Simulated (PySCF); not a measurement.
**The bond of MgSe, level by level**

The task here is to estimate one member of a computed series from the others.

Program: PySCF 2.14.0. Level of theory: Mg aug-cc-pVDZ, Se aug-cc-pVDZ-PP with ECP10, scalar-relativistic core potentials. These are calculated values, not measurements.

The first run:

Settings of the job:

| Item | Value |
| --- | --- |
| atoms | Mg, Se |
| charge | 0 |
| basis | Mg aug-cc-pVDZ, Se aug-cc-pVDZ-PP with ECP10 |
| Hamiltonian | scalar-relativistic core potentials |
| basis functions | 59 |
| electrons treated | 36 |
| masses in u | 23.9850, 79.9165 |
| levels | PBE0, PBE, r²SCAN, MN15, r²SCANh, M06-2X, LC-ωPBE, HF, MP2, SCS-MP2, CCSD, CCSD(T) |
| grid | 80 radial by 434 angular points |
| occupations | held fixed by the projection of orbital angular momentum |
| dissociation limit | Mg + Se, each in its ground configuration |
| starting distance in angstrom | 2.470 |
| values of 2S to try | 0, 2 |

On the command line:

```console
$ OMP_NUM_THREADS=1 python dia.py task.json out
```

Steps of the session up to this table: The job; PBE0 along the bond; Other states along the same grid; PBE (GGA); r²SCAN (meta-GGA); MN15; r²SCANh (hybrid meta-GGA); M06-2X (hybrid meta-GGA); LC-ωPBE (range-separated hybrid); RHF (mean field); Adding correlation.

One table of the session follows, with a row left open; its other results are not shown here.

It belongs to the step «The curves together». Energy (eV) from each level's lowest point:

```
R (Å)    RHF  RHF-MP2  RHF-SCS-MP2  RHF-CCSD  RHF-CCSD(T)
1.959  0.947    1.040        1.055       n/a          n/a
2.050  0.417    0.483        0.496     0.497        0.515
2.141  0.127    0.163        0.172     0.176        0.186
2.210  0.026    0.041        0.047     0.050        0.055
2.278  0.000    0.000        0.000     0.000        0.000
2.346      ?        ?            ?         ?            ?
2.438  0.131    0.128        0.109     0.082        0.079
2.551  0.316    0.348        0.308     0.245        0.244
2.688  0.577    0.685        0.617     0.498        0.501
2.870  0.924    1.178        1.069       n/a          n/a
```

**Question.** Estimate the row for R (Å) = 2.346.

Worked estimate for «RHF». A straight line through the neighbours (2.278, 0.000) and (2.438, 0.131) gives 0.000 + (0.131 − 0.000) × (2.346 − 2.278) / (2.438 − 2.278) = 0.056; a parabola fitted to 4 rows on both sides gives 0.035.

The run gave: RHF: 0.030; RHF-MP2: 0.022; RHF-SCS-MP2: 0.015; RHF-CCSD: 0.007; RHF-CCSD(T): 0.005. In «RHF» the line misses by +0.026 and the parabola by +0.005.
